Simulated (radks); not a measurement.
# Ga²⁰⁺ in [Ne] 4f1: an all-electron calculation

Wanted: eigenvalues, radial structure and energy terms of the gallium ion Ga20+.

Method: scalar-relativistic Kohn-Sham, r2SCAN, spin-unpolarised, spherical densities, finite nucleus. Code: radks (a radial shooting solver on a logarithmic mesh, Libxc functionals) version 1.

### 1 Starting point

```
element            : gallium (Z = 31)
charge             : +20
electrons          : 11
configuration      : [Ne] 4f1
nuclear rms radius : 3.9973 fm
```

Outer shells as boxes (Hund's rule):

Ga²⁰⁺
```
[Ne] core
4f [↑ ][  ][  ][  ][  ][  ][  ]
```

### 2 The run

Input:

```text
Z 31
configuration [Ne] 4f1 3s0 3p0
relativity scalar-relativistic
functional r2scan,r2scan
spin unpolarised
nucleus finite rms 3.9973 fm
c 137.035999084
```

**Question.** What will this run give?

**Answer**, as computed:

| quantity | value |
| --- | --- |
| total energy | -1698.34634 hartree |
| exchange-correlation share of it | 2.97 % |
| −T/E | 1.0193 |
| highest occupied level | 4f, -360.59 eV |
| most extended occupied level | 4f, <r> = 0.857 bohr |
| radius at density 0.001 e/bohr³ | 1.74 bohr |
| maxima of the radial density | 3 |

What this shows: 3 principal shells are occupied and 3 maxima appear in the radial density. Relativity lifts −T/E to 1.019. This is not the tabulated ground configuration, so its levels and sizes aren't those of the ground state, and no measured value stands beside it.
